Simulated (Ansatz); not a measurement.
# HSE06/aug-cc-pVTZ run of HOF (hypofluorous acid)

What is the electronic atomisation energy of HOF (hypofluorous acid) at HSE06/aug-cc-pVTZ? 

Program for the calculation: Ansatz 0.2.0.

48 further runs of the same task are left out: 48 set aside as unsound or not needed.

## Step 1: Starting point

The species is HOF (3 atoms), meant as a singlet with charge 0. SMILES: `OF`. The shape is that of a PBE0-D4/def2-TZVP optimisation.

Bond lengths: O1–F2 1.406 Å, O1–H3 0.969 Å. Angles: F2–O1–H3 99.1°.

## Step 2: The energy at HSE06/aug-cc-pVTZ

in.yaml

```yaml
crystal:
  periodic: [false, false, false]
  atoms:
    - {symbol: O, position_ang: [0.430590, -0.210340, 0.216330]}
    - {symbol: F, position_ang: [-0.221910, 1.014620, -0.010980]}
    - {symbol: H, position_ang: [-0.208690, -0.804280, -0.205350]}
basis:
  gaussian:
    orbitals: aug-cc-pVTZ
hamiltonian:
  xc: {name: HSE06}
accuracy: high
output: {orbitals: {seedname: orbitals}}
```

Command:

```sh
$ ansatz run in.yaml --threads 1 --pin off --max-ram 3480MiB --events-out events.jsonl --progress --plain --runs-dir runs
```

Log:

```text
Warning: RAYON_NUM_THREADS=1 ignored (pool sized by the plan → 1); use --threads N
Functional definition: HSE06
  name "HSE06"
  parameter a = 0.25
  parameter omega = 0.11/bohr
  exchange = pbe_x - a*pbe_x_sr(omega) + a*exact_x_sr(omega)
  correlation = pbe_c
1764 factors; integrals over basis functions are off by at most 3.3e-9 eV
83 factors; integrals over basis functions are off by at most 1.5e-9 eV
mean field evaluation 1: about -4772.4594 eV, gradient 2.8e1 eV
mean field evaluation 2: about -4771.1096 eV, gradient 3.9e1 eV
mean field evaluation 4: about -4773.6327 eV, gradient 2.2e0 eV
mean field evaluation 8: about -4773.6396 eV, gradient 1.5e-2 eV
mean field evaluation 16: about -4773.6396 eV, gradient 9.1e-7 eV
mean field -4773.63964440 eV, -175.4280212425 hartree, gradient 2.0e-8 eV, S^2 0.000000; 0 other end points of the search recorded, 0 dependent functions left out
reference -4773.63964801 eV, -175.4280213751 hartree; 9, 9 occupied and 106, 106 virtual orbitals, 1764 factors
Total energy: -4773.63964801 eV, -175.4280213751 hartree
```

It took 4.2 s on 1 thread of Arm Neoverse V2, shared host; peak memory 0.27 GiB.

## Step 3: The F atom at the same level

molecule.yaml

```yaml
crystal:
  periodic: [false, false, false]
  atoms:
    - {symbol: F, position_ang: [0.000000, 0.000000, 0.000000]}
basis:
  gaussian:
    orbitals: aug-cc-pVTZ
accuracy: high
hamiltonian:
  xc: hse06
magnetization:
  spin_polarized: true
  initial_magnetization: 1
```

Run the same way, it converges to -99.66775 Eh (log not shown).

## Step 4: The H atom at the same level

molecule.yaml

```yaml
crystal:
  periodic: [false, false, false]
  atoms:
    - symbol: H
      position_ang: [0.000000, 0.000000, 0.000000]
basis:
  gaussian: {orbitals: aug-cc-pVTZ}
magnetization: {spin_polarized: true, initial_magnetization: 1}
hamiltonian: {xc: hse06}
accuracy: high
```

Run the same way, it converges to -0.50086 Eh (log not shown).

## Step 5: The O atom

in.yaml

```yaml
basis:
  gaussian:
    orbitals: aug-cc-pVTZ
crystal:
  periodic: [false, false, false]
  atoms:
    - symbol: O
      position_ang: [0.000000, 0.000000, 0.000000]
magnetization:
  spin_polarized: true
  initial_magnetization: 2
hamiltonian:
  xc: {name: HSE06}
accuracy: high
```

Run the same way, it converges to -75.01283 Eh (log not shown).

## Step 6: Outcome

At HSE06/aug-cc-pVTZ:

| quantity | value |
| --- | --- |
| molecule: total energy | -175.42802 Eh |
| molecule: HOMO energy | -8.85 eV |
| molecule: LUMO energy | -1.59 eV |
| molecule: HOMO–LUMO gap | 7.25 eV |
| F atom: total energy | -99.66775 Eh |
| F atom: ⟨S²⟩ | 0.752 |
| H atom: total energy | -0.50086 Eh |
| H atom: ⟨S²⟩ | 0.750 |
| O atom: total energy | -75.01283 Eh |
| O atom: ⟨S²⟩ | 2.004 |
| electronic atomisation energy | 6.710 eV |

Taking the molecule apart into free atoms costs 6.71 eV (155 kcal/mol), before zero-point energy and without spin-orbit coupling.
